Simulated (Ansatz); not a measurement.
**Iron, dhcp under LDA: structure, energy and stiffness**

Aim: take iron in the dhcp structure, relax it, solve it on a dense k-mesh, then scale the cell to 7 volumes from 88 to 112 % of the relaxed one and try a fit of the equation of state. The start is ferromagnetic. The k-meshes are 14×14×4 for the relaxation; 20×20×6 for the dense run; 17×17×5 for the volumes.

Program: Ansatz 0.2.0. Level of theory: DFT LDA (PW92), plane waves (420 eV) with PAW, scalar-relativistic; PAW files made under PBE, frozen cores solved again for the functional. These are calculated values, not measurements.

**1. The starting structure**

Symmetry: P6_3/mmc, No. 194, hexagonal system. Conventional cell: a = 2.554 Å, b = 2.554 Å, c = 8.341 Å, α = 90.00°, β = 90.00°, γ = 120.00°. Fe (site symmetry -3m) is surrounded by 12 Fe at 2.55 Å. Fe (site symmetry -6m2) is surrounded by 12 Fe at 2.55 Å.

As a file:

```cif
data_structure
_symmetry_space_group_name_H-M 'P 1'
_symmetry_Int_Tables_number 1
_cell_length_a 2.5538
_cell_length_b 2.5538
_cell_length_c 8.3406
_cell_angle_alpha 90.000
_cell_angle_beta 90.000
_cell_angle_gamma 120.000
_cell_volume 47.11
loop_
_atom_site_label
_atom_site_type_symbol
_atom_site_fract_x
_atom_site_fract_y
_atom_site_fract_z
_atom_site_occupancy
Fe1 Fe 0.00000 0.00000 0.00000 1
Fe2 Fe 0.00000 0.00000 0.50000 1
Fe3 Fe 0.33333 0.66667 0.25000 1
Fe4 Fe 0.66667 0.33333 0.75000 1
```

The atoms start with moments of +2.5 ×4 μB.

**2. Geometry optimisation**

input.yaml

```yaml
crystal:
  lattice:
    - [2.5537576109, 0.0, 0.0]
    - [-1.2768788055, 2.2116189662, 0.0]
    - [0.0, 0.0, 8.3405723573]
  atoms:
    - { symbol: Fe, position: [0.0, 0.0, 0.0], spin: 2.5 }
    - { symbol: Fe, position: [0.0, 0.0, 0.5], spin: 2.5 }
    - { symbol: Fe, position: [0.3333333333, 0.6666666667, 0.25], spin: 2.5 }
    - { symbol: Fe, position: [0.6666666667, 0.3333333333, 0.75], spin: 2.5 }
hamiltonian:
  xc: lda
  pseudopotentials:
    kind: paw
    azcp:
      Fe: "pseudopotentials/Fe.paw.azcp"
basis:
  ecutwfc: 420
  fft_grid_basis: typed
kpoints:
  mp_grid: { grid: [14, 14, 4], shift: [0, 0, 0] }
magnetization:
  spin_polarized: true
scf:
  occupations: { method: fermi_dirac, width: 0.05 }
relax:
  max_steps: 60
  f_tol: 0.01
  cell: {}
```

The runs that follow: Single point on a dense mesh; Volume × 0.88; Volume × 0.92; Volume × 0.96; Volume × 1.0; Volume × 1.04; Volume × 1.08; Volume × 1.12.

Q: Predict the outcome of this session. Wanted: space group; conventional cell; volume; shortest distance; gap on the mesh; magnetic state; relative to bcc, ferromagnetic.

**Answer**, as computed:

```
                      quantity                                   value
space group (spins left aside)                      P6_3/mmc (No. 194)
             conventional cell  a = 2.396 Å, c = 7.713 Å (c/a = 3.219)
                        volume                           9.587 Å³/atom
             shortest distance                                 2.373 Å
               gap on the mesh            none (levels filled in part)
                magnetic state                            non-magnetic
relative to bcc, ferromagnetic                            -97 meV/atom
```

What this shows: The relaxation shrank the cell by 18.6 % in volume. It lies 97 meV/atom below the element's reference form at the same level (bcc, ferromagnetic, from a run of its own), so this level prefers it, against what is seen in nature. The moments die out: the run ends non-magnetic. Levels at the Fermi energy are filled in part, as in a metal. The symmetry was held, so the structure may be unstable against distortions that break it.
